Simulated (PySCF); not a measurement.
**HfH4: one geometry, several methods**

How much do the numbers for HfH4 (singlet) hang on the method? All levels run at one geometry, the PBE0 minimum.

Program: PySCF 2.14.0. Level of theory: several methods, basis Hf def2-TZVP with ECP60, H def2-TZVP, scalar-relativistic core potentials, no spin–orbit coupling, density fitting. These are calculated values, not measurements.

## 1. The starting structure

5 atoms, charge 0, spin multiplicity 1.

Bond lengths: Hf1–H2 1.847 Å, Hf1–H3 1.847 Å, Hf1–H4 1.847 Å, Hf1–H5 1.847 Å. Angles: H2–Hf1–H3 109.5°, H2–Hf1–H4 109.5°, H2–Hf1–H5 109.5°, H3–Hf1–H4 109.5°, H3–Hf1–H5 109.5°, H4–Hf1–H5 109.5°.

Coordinates in bohr (charge 0 multiplicity 1):
```
Hf    0.0000    0.0000    0.0000
H     2.8498   -0.0001    2.0151
H    -2.8498    0.0000    2.0151
H     0.0000    2.8499   -2.0151
H     0.0000   -2.8498   -2.0152
```

## 2. Real-space pictures of the lowest minimum

The plane holds Hf1 at (0.00, 0.00), H2 at (1.85, 0.00), H3 at (-0.62, 1.74) Å. Columns run from x = -2.55 to 4.05 Å, rows from y = 4.05 (top) to -1.95 Å, in steps of 0.3 Å. Electrons inside core potentials are absent.

Density (cut at 5 e/Å³):

Ten steps from '0' (0.000 e/Å³) to '9' (5.000 e/Å³), finer at the low end (step k begins (100^(k/10) - 1)/99 of the way up):
```
00000000000000000000000
00000000000000000000000
00000000000000000000000
00000000000000000000000
00000011000000000000000
00001122210000000000000
00012344321000000000000
00012466431000000000000
00013577532100000000000
00013466542111000000000
00012455543212211000000
00012356776433332100000
00001369998645553210000
00001479119756775310000
00001479119756775310000
00001368999645553210000
00001246776433332100000
00000123443222211000000
00000111111111100000000
00000000000000000000000
00000000000000000000000
```

ELF (0 where the density is under 0.005 e/Å³):

Ten even steps from '0' (0.00) to '9' (1.00):
```
00000000000000000000000
00000000000000000000000
00000000000000000000000
00008999980000000000000
00099999999000000000000
00999999999600000000000
00999999999600000000000
08999999999400000000000
07999999998100024000000
05999999962001589970000
01588886320005999997000
00122224664018999999000
00000168888439999999000
00000488008649999999800
00000488008649999999800
00000168898539999999000
00000014788228999999000
00000000243016999997000
00000000000003799970000
00000000000000256000000
00000000000000000000000
```

Lowest empty orbital at -2.05 eV (sign arbitrary; one member if degenerate):

Ten even steps from '0' (-0.34 Å^-3/2) to '9' (0.70 Å^-3/2):
```
33333333333333333333333
33333333333333333333333
33333333333333333333333
33333333333333333333333
33333333333333333333333
33333333333333333333333
33333333334443333333333
32222233444444433333333
32222223445544433333333
22222223455554443333333
22222112467655443333333
22221101489765443333333
32222100389754433333333
33322210246543333333333
33333456420122223333333
33344579830011222333333
33345679841011222233333
33445567642212222233333
33444555543222222233333
33344454443322222333333
33344444433322223333333
```

Making the fields took 0.8 s on 2 threads of Intel Xeon 6975P-C (Granite Rapids), shared host.

## 3. PBE0

The steps are one call of a driver around PySCF; scf.py gives each level's set-up. Each SCF starts from the density of the minimum. The driver also runs the species with one electron less or more at the same geometry; their logs are not shown.

Contents of scf.py:

```python
from pyscf import gto, scf, dft
mol = gto.M(atom='''
Hf     0.000000     0.000000    -0.000000
H      1.508067    -0.000050     1.066364
H     -1.508067    -0.000000     1.066364
H      0.000025     1.508092    -1.066329
H     -0.000025    -1.508042    -1.066400''',
    basis={'Hf': 'def2-TZVP', 'H': 'def2-TZVP'},
    ecp={'Hf': 'def2-TZVP'},
    charge=0, spin=0)
mf = dft.RKS(mol, xc='PBE0')
mf.grids.atom_grid = (75, 302)
aux = {'Hf': 'def2-universal-JKFIT', 'H': 'def2-universal-JKFIT'}
mf = mf.density_fit(auxbasis=aux)
mf.conv_tol = 1e-08
mf.diis_space = 10
mf.max_cycle = 60
mf.verbose = 4
mf.kernel()
```

Started as:

```
> OMP_NUM_THREADS=2 python axn.py task.json out
```

Output:

```text
init E= -50.3024659710881
  HOMO = -0.310478253339594  LUMO = -0.0753183100658611  gap/eV = 6.39903
cycle= 1 E= -50.3024659710884  delta_E= -2.42e-13  |g|= 1.04e-07  |ddm|= 1.74e-06
  HOMO = -0.310478287115863  LUMO = -0.0753183135555661  gap/eV = 6.39903
Extra cycle  E= -50.3024659710882  delta_E= 1.99e-13  |g|= 5.87e-08  |ddm|= 3.22e-07
converged SCF energy = -50.3024659710882
```

This level, with the species of one electron less or more, took 1.8 s.

```
energy                        : -50.302466 Eh
one electron less (charge +1) : -49.911108 Eh (doublet, ⟨S²⟩ 0.77)
one electron more (charge -1) : -50.309317 Eh (doublet, ⟨S²⟩ 0.75)
Mulliken charge of Hf1        : +0.76 e
```

## 4. HF

Changes to scf.py since step 3:

```diff
@@ -11,2 +11 @@
-mf = dft.RKS(mol, xc='PBE0')
-mf.grids.atom_grid = (75, 302)
+mf = scf.RHF(mol)
```

Output:

```text
init E= -49.7188582106869
  HOMO = -0.415378807278115  LUMO = 0.0715972579019488  gap/eV = 13.25129
cycle= 1 E= -49.7329533124953  delta_E= -0.0141  |g|= 0.0657  |ddm|= 0.306
  HOMO = -0.434020680850759  LUMO = 0.0545276651938092  gap/eV = 13.29408
cycle= 2 E= -49.734363842046  delta_E= -0.00141  |g|= 0.0152  |ddm|= 0.102
  HOMO = -0.430736702542873  LUMO = 0.0593366181244764  gap/eV = 13.33557
cycle= 3 E= -49.7345321467766  delta_E= -0.000168  |g|= 0.00667  |ddm|= 0.0226
  HOMO = -0.432040093063832  LUMO = 0.0582656499073867  gap/eV = 13.34190
cycle= 4 E= -49.7345636308448  delta_E= -3.15e-05  |g|= 0.000981  |ddm|= 0.0172
  HOMO = -0.432080608069286  LUMO = 0.0581982255590444  gap/eV = 13.34117
cycle= 5 E= -49.7345647312909  delta_E= -1.1e-06  |g|= 6.71e-05  |ddm|= 0.00491
  HOMO = -0.43208967102027  LUMO = 0.0581916742346453  gap/eV = 13.34123
cycle= 6 E= -49.7345647338753  delta_E= -2.58e-09  |g|= 5.92e-06  |ddm|= 0.000246
  HOMO = -0.432089477460932  LUMO = 0.0581903819751957  gap/eV = 13.34119
Extra cycle  E= -49.734564733892  delta_E= -1.67e-11  |g|= 1.62e-06  |ddm|= 1.37e-05
converged SCF energy = -49.734564733892
```

This level, with the species of one electron less or more, took under 0.5 s.

* energy: -49.734565 Eh
* one electron less (charge +1): -49.331763 Eh (doublet, ⟨S²⟩ 0.85)
* one electron more (charge -1): -49.715739 Eh (doublet, ⟨S²⟩ 0.76)
* Mulliken charge of Hf1: +1.03 e

## 5. PBE

Changes to scf.py since step 4:

```diff
@@ -11 +11,2 @@
-mf = scf.RHF(mol)
+mf = dft.RKS(mol, xc='PBE')
+mf.grids.atom_grid = (75, 302)
```

Output:

```text
init E= -50.3258395182268
  HOMO = -0.264139953810362  LUMO = -0.120050399962427  gap/eV = 3.92088
cycle= 1 E= -50.326336547924  delta_E= -0.000497  |g|= 0.0601  |ddm|= 0.158
  HOMO = -0.255918007655508  LUMO = -0.0984211968769588  gap/eV = 4.28571
cycle= 2 E= -50.3236956541551  delta_E= 0.00264  |g|= 0.101  |ddm|= 0.197
  HOMO = -0.262048826396642  LUMO = -0.113247672135818  gap/eV = 4.04909
cycle= 3 E= -50.3276345901514  delta_E= -0.00394  |g|= 0.00197  |ddm|= 0.131
  HOMO = -0.261626707278062  LUMO = -0.112731857264335  gap/eV = 4.05164
cycle= 4 E= -50.3276363699744  delta_E= -1.78e-06  |g|= 0.0001  |ddm|= 0.0035
  HOMO = -0.261674289006719  LUMO = -0.112764113775978  gap/eV = 4.05205
cycle= 5 E= -50.3276363745461  delta_E= -4.57e-09  |g|= 1.91e-05  |ddm|= 0.000173
  HOMO = -0.261671994448994  LUMO = -0.112767243522739  gap/eV = 4.05190
Extra cycle  E= -50.3276363743378  delta_E= 2.08e-10  |g|= 3.11e-05  |ddm|= 6.35e-05
converged SCF energy = -50.3276363743378
```

This level, with the species of one electron less or more, took 13 s.

- energy: -50.327636 Eh
- one electron less (charge +1): -49.950362 Eh (doublet, ⟨S²⟩ 0.76)
- one electron more (charge -1): -50.333063 Eh (doublet, ⟨S²⟩ 0.75)
- Mulliken charge of Hf1: +0.69 e

## 6. B3LYP

Changes to scf.py since step 5:

```diff
@@ -11 +11 @@
-mf = dft.RKS(mol, xc='PBE')
+mf = dft.RKS(mol, xc='B3LYP')
```

Output:

```text
init E= -50.357044264738
  HOMO = -0.303254047370677  LUMO = -0.083829202588931  gap/eV = 5.97085
cycle= 1 E= -50.3577125214494  delta_E= -0.000668  |g|= 0.00864  |ddm|= 0.0899
  HOMO = -0.30464140411761  LUMO = -0.0881076914130658  gap/eV = 5.89218
cycle= 2 E= -50.3577026718064  delta_E= 9.85e-06  |g|= 0.0115  |ddm|= 0.0278
  HOMO = -0.303805380855048  LUMO = -0.086027336553362  gap/eV = 5.92604
cycle= 3 E= -50.3577511627822  delta_E= -4.85e-05  |g|= 0.000691  |ddm|= 0.0144
  HOMO = -0.303869492974416  LUMO = -0.0859710092397176  gap/eV = 5.92932
cycle= 4 E= -50.3577513490061  delta_E= -1.86e-07  |g|= 5.81e-05  |ddm|= 0.00106
  HOMO = -0.303847528534543  LUMO = -0.0859500018660723  gap/eV = 5.92929
cycle= 5 E= -50.3577513503046  delta_E= -1.3e-09  |g|= 5.24e-06  |ddm|= 0.00013
  HOMO = -0.303850551933228  LUMO = -0.0859519919118335  gap/eV = 5.92932
Extra cycle  E= -50.3577513503183  delta_E= -1.37e-11  |g|= 1.2e-06  |ddm|= 9.8e-06
converged SCF energy = -50.3577513503183
```

This level, with the species of one electron less or more, took 3 s on 2 threads of Intel Xeon 6975P-C (Granite Rapids), shared host.

| Item | Value |
| --- | --- |
| energy | -50.357751 Eh |
| one electron less (charge +1) | -49.965757 Eh (doublet, ⟨S²⟩ 0.76) |
| one electron more (charge -1) | -50.363628 Eh (doublet, ⟨S²⟩ 0.75) |
| Mulliken charge of Hf1 | +0.82 e |

## 7. r2SCAN

Changes to scf.py since step 6:

```diff
@@ -11,2 +11,2 @@
-mf = dft.RKS(mol, xc='B3LYP')
-mf.grids.atom_grid = (75, 302)
+mf = dft.RKS(mol, xc='R2SCAN')
+mf.grids.atom_grid = (90, 434)
```

Output:

```text
init E= -50.3383337664039
  HOMO = -0.276487426692919  LUMO = -0.105763535861375  gap/eV = 4.64563
cycle= 1 E= -50.3390351303955  delta_E= -0.000701  |g|= 0.0148  |ddm|= 0.089
  HOMO = -0.273076122819106  LUMO = -0.0997660422463705  gap/eV = 4.71601
cycle= 2 E= -50.3389605105957  delta_E= 7.46e-05  |g|= 0.0193  |ddm|= 0.0426
  HOMO = -0.274736068201977  LUMO = -0.103314911733139  gap/eV = 4.66461
cycle= 3 E= -50.339096006028  delta_E= -0.000135  |g|= 0.00213  |ddm|= 0.0259
  HOMO = -0.274769830387111  LUMO = -0.103101809834353  gap/eV = 4.67132
cycle= 4 E= -50.3390978707412  delta_E= -1.86e-06  |g|= 7.48e-05  |ddm|= 0.00286
  HOMO = -0.274745403106888  LUMO = -0.103073941739296  gap/eV = 4.67142
cycle= 5 E= -50.339097872953  delta_E= -2.21e-09  |g|= 1.04e-05  |ddm|= 0.000202
  HOMO = -0.274751218698085  LUMO = -0.103081159021444  gap/eV = 4.67138
Extra cycle  E= -50.3390978729128  delta_E= 4.02e-11  |g|= 1.53e-05  |ddm|= 3.24e-05
converged SCF energy = -50.3390978729128
```

This level, with the species of one electron less or more, took 11 s.

```
energy                        : -50.339098 Eh
one electron less (charge +1) : -49.953472 Eh (doublet, ⟨S²⟩ 0.77)
one electron more (charge -1) : -50.346109 Eh (doublet, ⟨S²⟩ 0.76)
Mulliken charge of Hf1        : +0.84 e
```

## 8. TPSSh

Changes to scf.py since step 7:

```diff
@@ -11 +11 @@
-mf = dft.RKS(mol, xc='R2SCAN')
+mf = dft.RKS(mol, xc='TPSSH')
```

Output:

```text
init E= -50.3338391572247
  HOMO = -0.292002999202345  LUMO = -0.0905740805244221  gap/eV = 5.48116
cycle= 1 E= -50.3344043357056  delta_E= -0.000565  |g|= 0.0166  |ddm|=  0.1
  HOMO = -0.290988423834168  LUMO = -0.0943123628729245  gap/eV = 5.35183
cycle= 2 E= -50.3343437094032  delta_E= 6.06e-05  |g|= 0.0216  |ddm|= 0.0444
  HOMO = -0.289596553746492  LUMO = -0.0905344626094365  gap/eV = 5.41676
cycle= 3 E= -50.3345157049107  delta_E= -0.000172  |g|= 0.000604  |ddm|= 0.0276
  HOMO = -0.289957748846971  LUMO = -0.0908090592538068  gap/eV = 5.41911
cycle= 4 E= -50.3345158641122  delta_E= -1.59e-07  |g|= 7.61e-05  |ddm|= 0.00124
  HOMO = -0.289913070147837  LUMO = -0.0907680305913239  gap/eV = 5.41901
cycle= 5 E= -50.3345158660852  delta_E= -1.97e-09  |g|= 1.19e-05  |ddm|= 0.000169
  HOMO = -0.289918108570084  LUMO = -0.0907755534797792  gap/eV = 5.41894
Extra cycle  E= -50.3345158660473  delta_E= 3.79e-11  |g|= 1.66e-05  |ddm|= 3.73e-05
converged SCF energy = -50.3345158660473
```

This level, with the species of one electron less or more, took 8.7 s.

```
energy                        : -50.334516 Eh
one electron less (charge +1) : -49.945520 Eh (doublet, ⟨S²⟩ 0.77)
one electron more (charge -1) : -50.338102 Eh (doublet, ⟨S²⟩ 0.75)
Mulliken charge of Hf1        : +0.84 e
```

## 9. HSE06

Changes to scf.py since step 8:

```diff
@@ -11,2 +11,2 @@
-mf = dft.RKS(mol, xc='TPSSH')
-mf.grids.atom_grid = (90, 434)
+mf = dft.RKS(mol, xc='HSE06')
+mf.grids.atom_grid = (75, 302)
```

Output:

```text
init E= -50.3034165189689
  HOMO = -0.295511322329669  LUMO = -0.0903863224872727  gap/eV = 5.58174
cycle= 1 E= -50.3034336874408  delta_E= -1.72e-05  |g|= 0.00128  |ddm|= 0.0176
  HOMO = -0.295948776808258  LUMO = -0.0911412387356784  gap/eV = 5.57310
cycle= 2 E= -50.3034332581675  delta_E= 4.29e-07  |g|= 0.00166  |ddm|= 0.00441
  HOMO = -0.295791091263489  LUMO = -0.0908201551511232  gap/eV = 5.57754
cycle= 3 E= -50.303434398075  delta_E= -1.14e-06  |g|= 4.07e-05  |ddm|= 0.00217
  HOMO = -0.295768814232723  LUMO = -0.0907988789249206  gap/eV = 5.57752
cycle= 4 E= -50.3034343988397  delta_E= -7.65e-10  |g|= 8.25e-06  |ddm|= 0.000124
  HOMO = -0.295774643340212  LUMO = -0.0908054499299074  gap/eV = 5.57750
Extra cycle  E= -50.3034343988462  delta_E= -6.51e-12  |g|= 8.58e-06  |ddm|= 2.73e-05
converged SCF energy = -50.3034343988462
```

This level, with the species of one electron less or more, took 3.9 s.

* energy: -50.303434 Eh
* one electron less (charge +1): -49.912503 Eh (doublet, ⟨S²⟩ 0.77)
* one electron more (charge -1): -50.310629 Eh (doublet, ⟨S²⟩ 0.75)
* Mulliken charge of Hf1: +0.77 e

## 10. PBEsol

Changes to scf.py since step 9:

```diff
@@ -11 +11 @@
-mf = dft.RKS(mol, xc='HSE06')
+mf = dft.RKS(mol, xc='PBEsol')
```

Output:

```text
init E= -50.1916035718805
  HOMO = -0.259085127228457  LUMO = -0.122148915584089  gap/eV = 3.72622
cycle= 1 E= -50.1919583678819  delta_E= -0.000355  |g|= 0.0751  |ddm|= 0.196
  HOMO = -0.252282594537067  LUMO = -0.0972608138094013  gap/eV = 4.21836
cycle= 2 E= -50.1875619345693  delta_E= 0.0044  |g|= 0.13  |ddm|= 0.253
  HOMO = -0.259562313767335  LUMO = -0.115503024996767  gap/eV = 3.92005
cycle= 3 E= -50.1941670284677  delta_E= -0.00661  |g|= 0.00222  |ddm|= 0.167
  HOMO = -0.258570839792498  LUMO = -0.114754520155058  gap/eV = 3.91344
cycle= 4 E= -50.1941692981741  delta_E= -2.27e-06  |g|= 0.000146  |ddm|= 0.00402
  HOMO = -0.258652247380631  LUMO = -0.114826773118762  gap/eV = 3.91369
cycle= 5 E= -50.1941693093062  delta_E= -1.11e-08  |g|= 4.03e-05  |ddm|= 0.000339
  HOMO = -0.258647287828704  LUMO = -0.114818710762788  gap/eV = 3.91377
cycle= 6 E= -50.1941693099993  delta_E= -6.93e-10  |g|= 6.64e-07  |ddm|= 6.03e-05
  HOMO = -0.258647311793619  LUMO = -0.114818865601834  gap/eV = 3.91377
Extra cycle  E= -50.1941693099992  delta_E= 5.68e-14  |g|= 1.01e-06  |ddm|= 2.69e-06
converged SCF energy = -50.1941693099992
```

This level, with the species of one electron less or more, took 13 s on 2 threads of Intel Xeon 6975P-C (Granite Rapids), shared host.

| Property | Result |
| --- | --- |
| energy | -50.194169 Eh |
| one electron less (charge +1) | -49.820043 Eh (doublet, ⟨S²⟩ 0.76) |
| one electron more (charge -1) | -50.200583 Eh (doublet, ⟨S²⟩ 0.75) |
| Mulliken charge of Hf1 | +0.63 e |

## 11. The ladder

| level | atomisation energy (kJ/mol) | vertical ionisation energy (eV) | vertical electron affinity (eV) | −ε(HOMO) (eV) | gap (eV) | wall time |
| --- | --- | --- | --- | --- | --- | --- |
| PBE0 | 1196 | 10.65 | 0.19 | 8.45 | 6.40 | 1.8 s |
| HF | 965 | 10.96 | -0.51 | 11.76 | 13.34 | under 0.5 s |
| PBE | 1200 | 10.27 | 0.15 | 7.12 | 4.05 | 13 s |
| B3LYP | 1229 | 10.67 | 0.16 | 8.27 | 5.93 | 3 s |
| r2SCAN | 1231 | 10.49 | 0.19 | 7.48 | 4.67 | 11 s |
| TPSSh | 1286 | 10.59 | 0.10 | 7.89 | 5.42 | 8.7 s |
| HSE06 | 1193 | 10.64 | 0.20 | 8.05 | 5.58 | 3.9 s |
| PBEsol | 1234 | 10.18 | 0.17 | 7.04 | 3.91 | 13 s |

Times are for 2 threads of Intel Xeon 6975P-C (Granite Rapids), shared host; PBE0 starts from its own converged density, so its time is not comparable. A dash stands where a species or a free atom was not run at that level, or the quantity is not defined.

Atomisation goes to high-spin atoms in their ground configurations, run at the same level, without zero-point energy.

## 12. Outcome

| quantity | value |
| --- | --- |
| atomisation energy, range | 965 (HF) to 1286 (TPSSh) kJ/mol |
| vertical ionisation energy, range | 10.18 (PBEsol) to 10.96 (HF) eV |
| vertical electron affinity, range | -0.51 (HF) to 0.20 (HSE06) eV |
| orbital gap, range | 3.91 (PBEsol) to 13.34 (HF) eV |

The atomisation energy spreads over 321 kJ/mol, from HF to TPSSh; without a CCSD(T) value for it there is no yardstick here. Without diffuse functions electron affinities tend to come out too low. Whether spin polarisation would lower the closed shell was not checked. With an element this heavy the missing spin–orbit coupling can shift these numbers.
